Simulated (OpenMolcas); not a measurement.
# Co²⁺ among point charges: CASSCF and CASPT2 levels and susceptibility

How does a field of 4 point charges split the states of Co²⁺, and what χT follows?

The numbers are computed with OpenMolcas 26.06 (state-averaged CASSCF and CASPT2, spin-orbit coupling by RASSI with atomic mean-field integrals), except any that are marked as measured or tabulated.

## (1) What is computed

- Species: Co²⁺ (cobalt, Z = 27, 25 electrons)
- Basis: ANO-RCC-VDZP [5s4p2d1f], 34 functions
- Scalar Hamiltonian: DKH2, point nucleus
- Inactive shells: 1s 2s 2p 3s 3p
- Active space: 7 electrons in 5 orbitals (3d)
- Some configurations of this space: 3d⁷
- Orbitals: optimised for each spin and parity, averaged over all roots

The outer shells:

3d7
```
3d [↑↓][↑↓][↑ ][↑ ][↑ ]
```

The ion sits among 4 point charges of -1.5 e arranged as a tetrahedron (Td), 1.72 Å from the ion.

Each step is its own input file, run in one work folder so that later steps find the files of earlier ones. Labels, J, g values, rates, χT and fits are worked out afterwards by a script from the matrices that RASSI stores.

## (2) Basis and integrals

a.inp reads:

```
&GATEWAY
Coord
1

Co 0.0 0.0 0.0
Basis=ANO-RCC-VDZP
Group=NoSym
NoMove
AngMom=0.0 0.0 0.0
AMFI
XField
4 Angstrom 0
0.993042 0.993042 0.993042 -1.500000
0.993042 -0.993042 -0.993042 -1.500000
-0.993042 0.993042 -0.993042 -1.500000
-0.993042 -0.993042 0.993042 -1.500000
&SEWARD
```

Run with:

```console
OMP_NUM_THREADS=1 MOLCAS_MEM=1689 MOLCAS_PROJECT=a pymolcas a.inp > a.log
```

## (3) Reference wave functions, quartets, 10 roots

a.inp reads:

```
&RASSCF
FileOrb=start.orb
Symmetry=1
Spin=4
nActEl=7 0 0
Inactive=9
Ras2=5
CIRoot=10 10 1
SDav=10
CIMx=300
Iter=120 100
PrWF=0.3
OrbListing=Nothing
MaxOrb=0
>>> COPY $Project.JobIph JOB001
```

start.orb holds the contracted functions of the basis, ordered by shell, or the orbitals of the step before.

## (4) Reference wave functions, doublets, 40 roots

a.inp reads:

```
&RASSCF
FileOrb=start.orb
Symmetry=1
Spin=2
nActEl=7 0 0
Inactive=9
Ras2=5
CIRoot=40 40 1
SDav=40
CIMx=300
Iter=120 100
PrWF=0.3
OrbListing=Nothing
MaxOrb=0
>>> COPY $Project.JobIph JOB002
```

## (5) RASSI: spin-orbit coupling between the states

a.inp reads:

```
&RASSI
NrOfJobIphs=2 10 40
1 2 3 4 5 6 7 8 9 10
1 2 3 4 5 6 7 8 9 10 11 12 13 14 15 16 17 18 19 20 21 22 23 24 25 26 27
28 29 30 31 32 33 34 35 36 37 38 39 40
IphNames
JOB001
JOB002
EJob
SpinOrbit
DIPRint=1.0
SOCoupling=1000.0
Subsets=2
Property=9
'ANGMOM' 1 'ANGMOM' 2 'ANGMOM' 3 'MLTPL  1' 1 'MLTPL  1' 2 'MLTPL  1' 3
'AMFI' 1 'AMFI' 2 'AMFI' 3
SOProperty=3
'ANGMOM' 1 'ANGMOM' 2 'ANGMOM' 3
```

## (6) CASPT2: IPEA 0.25, imaginary shift 0.1 (closed shells correlated: 3s 3p)

a.inp reads:

```
>>> COPY JOB001 $Project.JobIph
&CASPT2
Multistate=10 1 2 3 4 5 6 7 8 9 10
NoMult
Frozen=5
IPEA=0.25
Imaginary=0.1
MaxIter=60
WThr=0.0 0.3 0.05
PrWF=0.5
NoMix
>>> COPY JOB002 $Project.JobIph
&CASPT2
Multistate=40 1 2 3 4 5 6 7 8 9 10 11 12 13 14 15 16 17 18 19 20 21 22
23 24 25 26 27 28 29 30 31 32 33 34 35 36 37 38 39 40
NoMult
Frozen=5
IPEA=0.25
Imaginary=0.1
MaxIter=60
WThr=0.0 0.3 0.05
PrWF=0.5
NoMix
```

(Steps that only read results are left out.)

**Question.** What will these runs give? Wanted: spin-free ground state; first state of the same spin within the active space; lowest level; next level.

**Answer**, as computed:

```
                                            quantity                                                                        value
                                              method  SS-CASPT2, IPEA 0.25, imaginary shift 0.1 (closed shells correlated: 3s 3p)
                              spin-free ground state                                              4A2, 1-fold in its orbital part
first state of the same spin within the active space                                                             4T2 at 2060 cm⁻¹
                                        lowest level                                                                    4-fold Γ8
                                          next level                                                                  1891.7 cm⁻¹
                                         χT at 300 K                                                               3.35 cm³ K/mol
                           effective moment at 300 K                                                                      5.18 μB
```

Cost by method:

| method | time of its own steps | time with the reference |
| --- | --- | --- |
| A. CASSCF | 9.7 s | 9.7 s |
| B. SS-CASPT2, IPEA 0.25, imaginary shift 0.1, +3s 3p | 3.8 s | 13 s |

Times are of one thread on a shared host.

In words: The spin-free ground state (4A2) comes to 100 % from free-ion F terms and keeps the highest spin of the shell. χT at 300 K is 3.35, against 1.88 cm³ K/mol for the spin alone, so orbital moment adds to it. CASPT2 does not keep the components of a term degenerate, and the means are used. The field of point charges can differ much from that of real complexes. This is an electrostatic model: the charges have no orbitals.
